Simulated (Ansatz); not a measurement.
**ZnS (F-43m): dielectric-dependent hybrid calculation from a Python script**

Aim: a dielectric-dependent hybrid calculation, for ZnS (F-43m), run from a script.

The COD entry's cell or inner coordinates are ideal or old and differ from later refinements, so a difference from it is no clean test against experiment.

Program: the Python package of Ansatz 0.2.0. The levels of theory stand in the script. These are calculated values, not measurements.

**1. The system**

The structure is cubic, space group F-43m (No. 216). Conventional cell: a = 5.404 Å, b = 5.404 Å, c = 5.404 Å, α = 90.00°, β = 90.00°, γ = 90.00°. Around Zn (site symmetry -43m) lie 4 S at 2.34 Å. S (site symmetry -43m) is surrounded by 4 Zn at 2.34 Å.

The script holds or builds the structure itself.

**2. The code**

run_ddh.py

```python
from dataclasses import dataclass

import ansatz as az
import numpy as np


@dataclass(frozen=True)
class Settings:
    kmesh: tuple[int, ...] = (4, 4, 4)
    occupations: str = 'fixed'


opts = Settings()


def count_gap(report):
    # lowest empty less highest filled band, counting bands; zero where they overlap
    return max(report.get('gap_by_band_count_ev') or 0.0, 0.0)


def main() -> None:
    xtal = (
        az.Lattice.of((0.0, 2.702, 2.702), (2.702, 0.0, 2.702), (2.702, 2.702, 0.0))
        .atom('Zn', (0.25, 0.25, 0.25))
        .atom('S', (0.0, 0.0, 0.0))
    )

    job = (
        xtal.calculation()
        .kpoints(*opts.kmesh, center='gamma')
        .occupations(opts.occupations)
        .band_table()
    )
    semilocal = job.functional('pbe').run(threads=1, backend='cpu').report
    hybrid = job.functional(exchange='pbe', correlation='pbe', exact_fraction='inverse_dielectric').run(threads=1, backend='cpu').report
    alpha = hybrid['hybrid']['exact_exchange_fraction']
    print(f'fraction of exact exchange {alpha:.4f}, so eps_inf = {1 / alpha:.2f}')
    print(f'gap by band count: {count_gap(semilocal):.3f} eV semilocal, {count_gap(hybrid):.3f} eV hybrid')


if __name__ == '__main__':
    main()
```

**3. What the engine is handed**

The package turns the script's settings into the engine's input (first run):

```yaml
crystal:
  lattice:
    - [0.0, 2.702, 2.702]
    - [2.702, 0.0, 2.702]
    - [2.702, 2.702, 0.0]
  atoms:
    - { symbol: Zn, position: [0.25, 0.25, 0.25] }
    - { symbol: S, position: [0.0, 0.0, 0.0] }
kpoints:
  mp_grid:
    grid: [4, 4, 4]
    shift: [0.0, 0.0, 0.0]
hamiltonian:
  xc: pbe
scf:
  occupations:
    method: fixed
output:
  eigenvalues: true
```

**4. The run**

Command:

```bash
$ python run_ddh.py
```

Log:

```text
DeckWarning: basis.ecutwfc = 420 eV, auto-derived from the records' recommended cutoffs: set by Zn (normal level)
fraction of exact exchange 0.1686, so eps_inf = 5.93
gap by band count: 2.100 eV semilocal, 3.402 eV hybrid
```

(Warnings from the package without file and line.)

Wall time 16 s (1 thread of Arm Neoverse V2, shared host); peak memory 0.68 GiB.

**5. What changed from run to run**

The engine's inputs for the other runs:

Run 2, against run 1:

```diff
@@ -14 +14,5 @@
-  xc: pbe
+  xc:
+    exchange: pbe
+    correlation: pbe
+    exx:
+      coeff: inverse_dielectric
```

**6. What each run gave**

One row for each of the 2 runs:

| run | functional | hamiltonian.xc.exchange | hamiltonian.xc.correlation | energy (eV/atom) | gap on the mesh (eV) | SCF cycles | CPU time (s) |
| --- | --- | --- | --- | --- | --- | --- | --- |
| 1 | pbe | not set | not set | -2111.3417 | 2.10 | 7 | 0.45 |
| 2 | not set | pbe | pbe | -2111.6513 | 3.40 | 10 | 14 |

Totals hang on method, basis and potentials, so only like runs compare.

**7. Summary of results**

| quantity | value |
| --- | --- |
| runs compared | 2 |
| gap on the mesh | 2.10 (pbe) to 3.40 eV (the functional composed in the script) |

In words: The fraction is 0.1686, one over a mean dielectric constant (a third of the trace) of 5.93. It opens the gap from 2.100 to 3.402 eV, by 1.30 eV. Reading the output:
- The k-point mesh is coarse, and energy and stress weren't tested for convergence.
- Of the deposited cell: the entry's cell lengths or inner coordinates differ somewhat from later room-temperature determinations.
- Gaps and levels are Kohn-Sham values on a finite set of k-points.
- The gaps are those of a coarse mesh; the run finds the dielectric constant of the semilocal functional on meshes of its own.
